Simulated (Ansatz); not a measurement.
# MgZrAs (element-swapped structure): how the settings move a single-point run

Question: which choices in the input matter for MgZrAs (element-swapped structure)?

Computed with Ansatz 0.2.0 (reference: DFT PBE, plane waves, PAW, scalar-relativistic, no spin polarisation, unless a step's input says otherwise).

### 1 The system as given

Symmetry: P-62m, No. 189, hexagonal system. The conventional cell has a = 6.898 Å, b = 6.898 Å, c = 4.222 Å, α = 90.00°, β = 90.00°, γ = 120.00°. Mg (site symmetry m2m) has 4 As at 2.66 to 2.70 Å and 2 Mg at 2.91 Å as nearest neighbours. As (site symmetry -62m) has 6 Mg at 2.70 Å and 3 Zr at 2.93 Å as nearest neighbours. Around As (site symmetry -6) lie 3 Mg at 2.66 Å and 6 Zr at 2.95 Å. Around Zr (site symmetry m2m) lie 5 As at 2.93 to 2.95 Å and 6 Mg at 3.11 to 3.31 Å.

Structure file:

```xyz
9
Lattice="3.4489 5.9737 0.0000 -3.4489 5.9737 0.0000 0.0000 0.0000 4.2215" Properties=species:S:1:pos:R:3 pbc="T T T"
Mg    1.7665    5.9737    2.1108
Mg    0.8412    1.4570    2.1108
Mg   -2.6077    4.5167    2.1108
As    0.0000    0.0000    0.0000
As    0.0003    7.9648    2.1108
As   -0.0003    3.9827    2.1108
Zr   -0.5221    5.9737    0.0000
Zr    1.9855    3.4390    0.0000
Zr   -1.4634    2.5347    0.0000
```

### 2 Reference

Input file input.yaml:

```yaml
crystal:
  lattice:
    - [3.448945, 5.973745, 0.0]
    - [-3.448945, 5.973745, 0.0]
    - [0.0, 0.0, 4.221515]
  atoms:
    - { symbol: Mg, position: [0.7561, 0.2439, 0.5] }
    - { symbol: Mg, position: [0.2439, 0.0, 0.5] }
    - { symbol: Mg, position: [0.0, 0.7561, 0.5] }
    - { symbol: As, position: [0.0, 0.0, 0.0] }
    - { symbol: As, position: [0.6667, 0.6666, 0.5] }
    - { symbol: As, position: [0.3333, 0.3334, 0.5] }
    - { symbol: Zr, position: [0.42431, 0.57569, 0.0] }
    - { symbol: Zr, position: [0.57569, 0.0, 0.0] }
    - { symbol: Zr, position: [0.0, 0.42431, 0.0] }
  symmetry: { tolerance: 0.0003 }
kpoints:
  mp_grid: { grid: [3, 3, 4], shift: [0, 0, 0] }
magnetization:
  spin_polarized: false
scf:
  occupations: { method: fermi_dirac }
hamiltonian:
  pseudopotentials: { kind: paw }
  xc: pbe
basis:
  ecutwfc: 420
output:
  forces: true
  stress: true
  eigenvalues: true
```

Run with:

```
$ ansatz run input.yaml --threads 1 --pin off --max-ram 2560MiB --backend cpu --events-out ev --progress --plain --runs-dir out
```

The program printed (excerpt; [...] marks lines left out):

```text
Warning: the atoms were moved onto the symmetric positions of the space group found under crystal.symmetry.tolerance 3.0e-4 (fractional; no operation is sought that the atoms, as they stand in a round, miss by more than twice it, and no atom is moved by as much as it), and the run uses [...]
Warning: RAYON_NUM_THREADS=1 ignored (pool sized by the plan → 1); use --threads N
[...]
Pseudopotentials: kind: paw
Pseudopotential: Mg, paw, valence charge 10, recommended cutoff 420 eV (normal), Mg.paw.azcp
Pseudopotential: As, paw, valence charge 15, recommended cutoff 420 eV (normal), As.paw.azcp
Pseudopotential: Zr, paw, valence charge 12, recommended cutoff 420 eV (normal), Zr.paw.azcp
Functional definition: PBE
[...]
Crystal: 9 atoms, lattice volume = 173.953 Å³
Basis set: ecut = 420 eV, 3447 PW (Γ), exchange–correlation on 96×96×60 points (8 copies of the dense FFT grid, shifted against one another)
Bands: 67, of which v1, the nominal top of the filled ones, is band 56 counted from 1 (55 counted from 0)
Symmetry: 12 space group operations
Space group: P-62m (ITA 189), of the structure as read, at distance tolerance 1.7e-3 Å
k-points: 9 of 36 (time reversal used)
[...]
SCF iter   1: F=—  HF=-32895.730304 eV  |F-HF|=—  |Δ(HF+E_count)|=         —  Δρ=4.47e-3  dr2=5.67e-2  ethr=1.77e-3  ⟨swp⟩=6.3  Hψ=2238  notcnv=0
[...]
SCF iter   8: F=-32895.716222 eV  HF=-32895.716222 eV  |F-HF|=3.73e-8  |Δ(HF+E_count)|=   7.21e-8  Δρ=2.24e-6  dr2=1.88e-8  ethr=9.01e-11  ⟨swp⟩=5.6  Hψ=2223  notcnv=0
[...]
SCF converged after 8 iterations
Free energy (F): -32895.716222 eV
[...]
E sigma→0 (E₀):  -32895.600832 eV
Entropy (-TS):   -0.230781 eV (-25.642 meV/atom)
Fermi energy:    12.523572 eV
[...]
--- Forces (eV/Å), atoms counted from 1 ---
  atom   1  Mg    -0.34379541     0.00000000     0.00000000
  atom   2  Mg     0.17189771     0.29773556     0.00000000
  atom   3  Mg     0.17189771    -0.29773556     0.00000000
  atom   4  As     0.00000000     0.00000000     0.00000000
  atom   5  As     0.00000000    -0.00000000     0.00000000
  atom   6  As     0.00000000     0.00000000     0.00000000
  atom   7  Zr    -0.75297904     0.00000000     0.00000000
  atom   8  Zr     0.37648952     0.65209898     0.00000000
[...]
--- Stress (GPa, compression-positive) ---
        1.165354      -0.000000      -0.000000
       -0.000000       1.165354      -0.000000
       -0.000000      -0.000000      -6.932150
  P = ⅓ Tr σ = -1.5338 GPa (-15.338 kbar)
--- Band table (eV; the first three rows and the last of 9) ---
[...]
```

Wall time 11 s (1 thread of Arm Neoverse V1, shared host); peak memory 0.42 GiB.

### 3 Changed: xc_grid 1

Changes to input.yaml since step 2:

```diff
@@ -27,2 +27,3 @@
   ecutwfc: 420
+  xc_grid: 1
 output:
```

Run with:

```
$ ansatz run input.yaml --threads 1 --pin off --max-ram 2560MiB --backend cpu --events-out ev --progress --plain --runs-dir out
```

The program printed (excerpt; [...] marks lines left out):

```text
Warning: the atoms were moved onto the symmetric positions of the space group found under crystal.symmetry.tolerance 3.0e-4 (fractional; no operation is sought that the atoms, as they stand in a round, miss by more than twice it, and no atom is moved by as much as it), and the run uses [...]
Warning: RAYON_NUM_THREADS=1 ignored (pool sized by the plan → 1); use --threads N
[...]
[... 5 set-up lines as earlier in the session ...]
[...]
Crystal: 9 atoms, lattice volume = 173.953 Å³
Basis set: ecut = 420 eV, 3447 PW (Γ)
Bands: 67, of which v1, the nominal top of the filled ones, is band 56 counted from 1 (55 counted from 0)
[... 2 set-up lines as earlier in the session ...]
[...]
SCF iter   8: F=-32895.716253 eV  HF=-32895.716253 eV  |F-HF|=3.76e-8  |Δ(HF+E_count)|=   7.27e-8  Δρ=2.25e-6  dr2=1.89e-8  ethr=9.01e-11  ⟨swp⟩=5.6  Hψ=2238  notcnv=0
[...]
SCF converged after 8 iterations
Free energy (F): -32895.716253 eV
[...]
E sigma→0 (E₀):  -32895.600862 eV
Entropy (-TS):   -0.230782 eV (-25.642 meV/atom)
Fermi energy:    12.523579 eV
[...]
--- Forces (eV/Å), atoms counted from 1 ---
  atom   1  Mg    -0.34358224     0.00000000     0.00000000
  atom   2  Mg     0.17179112     0.29755095     0.00000000
  atom   3  Mg     0.17179112    -0.29755095     0.00000000
  atom   4  As     0.00000000     0.00000000     0.00000000
  atom   5  As     0.00000000    -0.00000000     0.00000000
  atom   6  As    -0.00000000     0.00000000     0.00000000
  atom   7  Zr    -0.75298213     0.00000000     0.00000000
  atom   8  Zr     0.37649106     0.65210165     0.00000000
[...]
--- Stress (GPa, compression-positive) ---
        1.165516      -0.000000      -0.000000
       -0.000000       1.165516      -0.000000
       -0.000000      -0.000000      -6.932281
  P = ⅓ Tr σ = -1.5337 GPa (-15.337 kbar)
--- Band table (eV; the first three rows and the last of 9) ---
[...]
```

Wall time 11 s (1 thread of Arm Neoverse V1, shared host); peak memory 0.4 GiB.

Changing the numerical grids leaves the energy as it was (0.0 meV/atom).

### 4 Variant: hubbard.sites [{species: Zr, l: d, u_eff: 6.0}], hubbard.double_counting fll, xc_grid 3

Changes to input.yaml since step 2:

```diff
@@ -25,4 +25,6 @@
   xc: pbe
+  hubbard: { sites: [{ species: Zr, l: d, u_eff: 6.0 }], double_counting: fll }
 basis:
   ecutwfc: 420
+  xc_grid: 3
 output:
```

Run with:

```
$ ansatz run input.yaml --threads 1 --pin off --max-ram 2560MiB --backend cpu --events-out ev --progress --plain --runs-dir out
```

The program printed (excerpt; [...] marks lines left out):

```text
Warning: the atoms were moved onto the symmetric positions of the space group found under crystal.symmetry.tolerance 3.0e-4 (fractional; no operation is sought that the atoms, as they stand in a round, miss by more than twice it, and no atom is moved by as much as it), and the run uses [...]
Warning: RAYON_NUM_THREADS=1 ignored (pool sized by the plan → 1); use --threads N
Mg: projections on atomic orbitals take those of the free atom [He] 2s2 2p6 3s2, of charge +0.00 (hamiltonian.pseudopotentials.projection_atoms); the dataset's partial waves leave at most 2.0e-8 of an orbital's norm unspanned inside its sphere
As: projections on atomic orbitals take those of the free atom [Ar] 3d10 4s2 4p3, of charge +0.00 (hamiltonian.pseudopotentials.projection_atoms); the dataset's partial waves leave at most 1.7e-6 of an orbital's norm unspanned inside its sphere
[...]
SCF iter  16: F=-32876.917449 eV  HF=-32876.917449 eV  |F-HF|=4.27e-8  |Δ(HF+E_count)|=   1.03e-6  Δρ=4.92e-6  dr2=3.82e-8  ethr=9.01e-11  ⟨swp⟩=6.3  Hψ=2409  notcnv=0
[...]
SCF converged after 16 iterations
Free energy (F): -32876.917449 eV
[...]
E sigma→0 (E₀):  -32876.830291 eV
Entropy (-TS):   -0.174316 eV (-19.368 meV/atom)
Fermi energy:    13.095314 eV
[...]
--- Forces (eV/Å), atoms counted from 1 ---
  atom   1  Mg     0.23937594     0.00000000     0.00000000
  atom   2  Mg    -0.11968797    -0.20730565     0.00000000
  atom   3  Mg    -0.11968797     0.20730565     0.00000000
  atom   4  As     0.00000000     0.00000000     0.00000000
  atom   5  As    -0.00000000    -0.00000000     0.00000000
  atom   6  As    -0.00000000     0.00000000     0.00000000
  atom   7  Zr    -0.58456423     0.00000000     0.00000000
  atom   8  Zr     0.29228211     0.50624747     0.00000000
[...]
--- Stress (GPa, compression-positive) ---
        9.451881      -0.000000      -0.000000
       -0.000000       9.451881      -0.000000
        0.000000      -0.000000       5.658417
  P = ⅓ Tr σ = 8.1874 GPa (81.874 kbar)
--- Band table (eV; the first three rows and the last of 9) ---
[...]
Occupation matrices written to <dir>
```

Wall time 24 s (1 thread of Arm Neoverse V1, shared host); peak memory 0.51 GiB.

Changing the Hubbard U and numerical grids moves the energy by +2.09 eV/atom, and the pressure goes from -1.5 to 8.2 GPa and the largest force goes from 0.75 to 0.58 eV/Å. The U term adds an energy of its own, so the shift says nothing about which run is better. Cost: 16 SCF cycles against 8, 24 s against 11 s.

### 5 Changing settings: mp_grid.grid [2, 2, 2], eigensolver.kind davidson, hubbard.sites [{species: Zr, l: d, u_eff: 5.0}], hubbard.double_counting fll

Changes to input.yaml since step 2:

```diff
@@ -17,3 +17,3 @@
 kpoints:
-  mp_grid: { grid: [3, 3, 4], shift: [0, 0, 0] }
+  mp_grid: { grid: [2, 2, 2], shift: [0, 0, 0] }
 magnetization:
@@ -22,2 +22,3 @@
   occupations: { method: fermi_dirac }
+  eigensolver: { kind: davidson }
 hamiltonian:
@@ -25,2 +26,3 @@
   xc: pbe
+  hubbard: { sites: [{ species: Zr, l: d, u_eff: 5.0 }], double_counting: fll }
 basis:
```

Run with:

```
$ ansatz run input.yaml --threads 1 --pin off --max-ram 2560MiB --backend cpu --events-out ev --progress --plain --runs-dir out
```

The program printed (excerpt; [...] marks lines left out):

```text
Warning: the atoms were moved onto the symmetric positions of the space group found under crystal.symmetry.tolerance 3.0e-4 (fractional; no operation is sought that the atoms, as they stand in a round, miss by more than twice it, and no atom is moved by as much as it), and the run uses [...]
Warning: RAYON_NUM_THREADS=1 ignored (pool sized by the plan → 1); use --threads N
Mg: projections on atomic orbitals take those of the free atom [He] 2s2 2p6 3s2, of charge +0.00 (hamiltonian.pseudopotentials.projection_atoms); the dataset's partial waves leave at most 2.0e-8 of an orbital's norm unspanned inside its sphere
As: projections on atomic orbitals take those of the free atom [Ar] 3d10 4s2 4p3, of charge +0.00 (hamiltonian.pseudopotentials.projection_atoms); the dataset's partial waves leave at most 1.7e-6 of an orbital's norm unspanned inside its sphere
[...]
SCF iter  13: F=-32879.584252 eV  HF=-32879.584252 eV  |F-HF|=9.38e-9  |Δ(HF+E_count)|=   8.71e-8  Δρ=2.94e-6  dr2=2.30e-8  ethr=2.07e-11  ⟨swp⟩=3.0  Hψ=1187  notcnv=0
[...]
SCF converged after 13 iterations
Free energy (F): -32879.584252 eV
[...]
E sigma→0 (E₀):  -32879.513321 eV
Entropy (-TS):   -0.141862 eV (-15.762 meV/atom)
Fermi energy:    12.899401 eV
[...]
--- Forces (eV/Å), atoms counted from 1 ---
  atom   1  Mg     0.19820026     0.00000000     0.00000000
  atom   2  Mg    -0.09910013    -0.17164646     0.00000000
  atom   3  Mg    -0.09910013     0.17164646     0.00000000
  atom   4  As     0.00000000     0.00000000     0.00000000
  atom   5  As     0.00000000    -0.00000000     0.00000000
  atom   6  As     0.00000000     0.00000000     0.00000000
  atom   7  Zr    -0.62259182     0.00000000     0.00000000
  atom   8  Zr     0.31129591     0.53918033     0.00000000
[...]
--- Stress (GPa, compression-positive) ---
        4.766443      -0.000000      -0.000000
       -0.000000       4.766443       0.000000
       -0.000000       0.000000       0.320109
  P = ⅓ Tr σ = 3.2843 GPa (32.843 kbar)
--- Band table (eV) ---
[...]
Occupation matrices written to <dir>
```

It took 9.2 s on 1 thread of Arm Neoverse V1, shared host; peak memory 0.46 GiB.

Changing the k-point mesh, solver and Hubbard U moves the energy by +1.79 eV/atom, and the pressure goes from -1.5 to 3.3 GPa and the largest force goes from 0.75 to 0.62 eV/Å. The U term adds an energy of its own, so the shift says nothing about which run is better.

### 6 The same system, input altered

Changes to input.yaml since step 2:

```diff
@@ -17,3 +17,3 @@
 kpoints:
-  mp_grid: { grid: [3, 3, 4], shift: [0, 0, 0] }
+  mp_grid: { grid: [1, 1, 1], shift: [0, 0, 0] }
 magnetization:
```

Run with:

```
$ ansatz run input.yaml --threads 1 --pin off --max-ram 2560MiB --backend cpu --events-out ev --progress --plain --runs-dir out
```

The program printed (excerpt; [...] marks lines left out):

```text
Warning: the atoms were moved onto the symmetric positions of the space group found under crystal.symmetry.tolerance 3.0e-4 (fractional; no operation is sought that the atoms, as they stand in a round, miss by more than twice it, and no atom is moved by as much as it), and the run uses [...]
Warning: RAYON_NUM_THREADS=1 ignored (pool sized by the plan → 1); use --threads N
[...]
[... 5 set-up lines as earlier in the session ...]
[...]
Crystal: 9 atoms, lattice volume = 173.953 Å³
Basis set: ecut = 420 eV, 3447 PW (Γ), exchange–correlation on 96×96×60 points (8 copies of the dense FFT grid, shifted against one another)
Bands: 67, of which v1, the nominal top of the filled ones, is band 56 counted from 1 (55 counted from 0)
[... 1 set-up line as earlier in the session ...]
[...]
SCF iter   1: F=—  HF=-32893.732217 eV  |F-HF|=—  |Δ(HF+E_count)|=         —  Δρ=2.10e-2  dr2=1.03e0  ethr=1.77e-3  ⟨swp⟩=10.0  Hψ=282  notcnv=0
[...]
SCF iter  10: F=-32893.460529 eV  HF=-32893.460529 eV  |F-HF|=1.45e-8  |Δ(HF+E_count)|=   1.91e-8  Δρ=2.30e-6  dr2=1.68e-8  ethr=9.01e-11  ⟨swp⟩=5.0  Hψ=250  notcnv=0
[...]
SCF converged after 10 iterations
Free energy (F): -32893.460529 eV
[...]
E sigma→0 (E₀):  -32893.202027 eV
Entropy (-TS):   -0.517004 eV (-57.445 meV/atom)
Fermi energy:    11.979275 eV
[...]
--- Forces (eV/Å), atoms counted from 1 ---
  atom   1  Mg    -0.34495856     0.00000000     0.00000000
  atom   2  Mg     0.17247928     0.29874288     0.00000000
  atom   3  Mg     0.17247928    -0.29874288     0.00000000
  atom   4  As     0.00000000     0.00000000     0.00000000
  atom   5  As    -0.00000000    -0.00000000     0.00000000
  atom   6  As    -0.00000000     0.00000000     0.00000000
  atom   7  Zr     0.06230652    -0.00000000     0.00000000
  atom   8  Zr    -0.03115326    -0.05395903     0.00000000
[...]
--- Stress (GPa, compression-positive) ---
       -1.066131       0.000000      -0.000000
        0.000000      -1.066131      -0.000000
       -0.000000      -0.000000      11.120353
  P = ⅓ Tr σ = 2.9960 GPa (29.960 kbar)
--- Band table (eV) ---
[...]
```

It took 1.8 s on 1 thread of Arm Neoverse V1, shared host; peak memory 0.34 GiB.

### 7 A look at that input

The run converged and reported no error, with warnings (structure snapped to symmetry). Its log warns: «the atoms were moved onto the symmetric positions of the space group found under crystal.symmetry.tolerance 3.0e-4 (fractional; no operation is sought that the atoms ...»

Look at the input: kpoints.mp_grid.grid is [1, 1, 1]. One k-point can't sample the Brillouin zone of so small a cell.

To undo it: set kpoints.mp_grid.grid to [3, 3, 4].

Changing the k-point mesh moves the energy by +250.6 meV/atom, and the pressure goes from -1.5 to 3.0 GPa and the largest force goes from 0.75 to 0.34 eV/Å. The energy is not variational in the mesh, so the sign tells nothing. Cost: 10 SCF cycles against 8, 1.8 s against 11 s.

### 8 Side by side

```tsv
run	ending	energy change	pressure (GPa)	gap (eV)	force (eV/Å)	cycles	time
reference	converged	0	-1.5	0.00	0.75	8	11 s
1: xc_grid 1	converged	0.0 meV/atom	-1.5	0.00	0.75	8	11 s
2: hubbard.sites [{species: Zr, l: d, u_eff: 6.0}], hubbard.double_counting fll, xc_grid 3	converged	+2.09 eV/atom (U changed: no physical gain or loss)	8.2	0.00	0.58	16	24 s
3: mp_grid.grid [2, 2, 2], eigensolver.kind davidson, hubbard.sites [{species: Zr, l: d, u_eff: 5.0}], hubbard.double_counting fll	converged	+1.79 eV/atom (U changed: no physical gain or loss)	3.3	0.00	0.62	13	9.2 s
4: mp_grid.grid [1, 1, 1]	converged	+250.6 meV/atom	3.0	0.00	0.34	10	1.8 s
```

Residual by cycle in the longest SCF loop of each run; runs are numbered as in the table. The quantity is the density residual dr2, in eV.

```tsv
cycle	reference	run 1	run 2	run 3	run 4
1	0.0567	0.0567	2.81	2.9	1.03
2	0.0226	0.0226	1.08	1.2	0.394
4	2.1e-4	2.1e-4	0.0567	0.0273	0.0131
5	2.6e-5	2.6e-5	0.0409	0.0114	7.1e-4
6	3.4e-6	3.4e-6	0.0455	0.00314	8.2e-5
8	1.9e-8	1.9e-8	0.0235	3.7e-4	2.0e-6
9	-	-	0.0121	8.0e-5	1.8e-7
11	-	-	2.6e-4	2.7e-6	-
12	-	-	2.6e-5	3.2e-7	-
13	-	-	1.0e-5	2.3e-8	-
15	-	-	2.5e-7	-	-
16	-	-	3.8e-8	-	-
```

**Reading.** Of the converged runs whose energies compare with the reference's, «mp_grid.grid [1, 1, 1]» moves the energy most (+250.6 meV/atom). A changed U is a change of model: its shifts are not errors of convergence. Of the variants the dearest is «hubbard.sites [{species: Zr, l: d, u_eff: 6.0}], hubbard.double_counting fll, xc_grid 3» (24 s), the cheapest «mp_grid.grid [1, 1, 1]» (1.8 s), on a shared host.

The reference is no final answer either: it is run without spin, though an odd electron count or open d shells could carry moments; its mesh is coarse for a cell with so small a gap or none; the structure is made up and not relaxed.
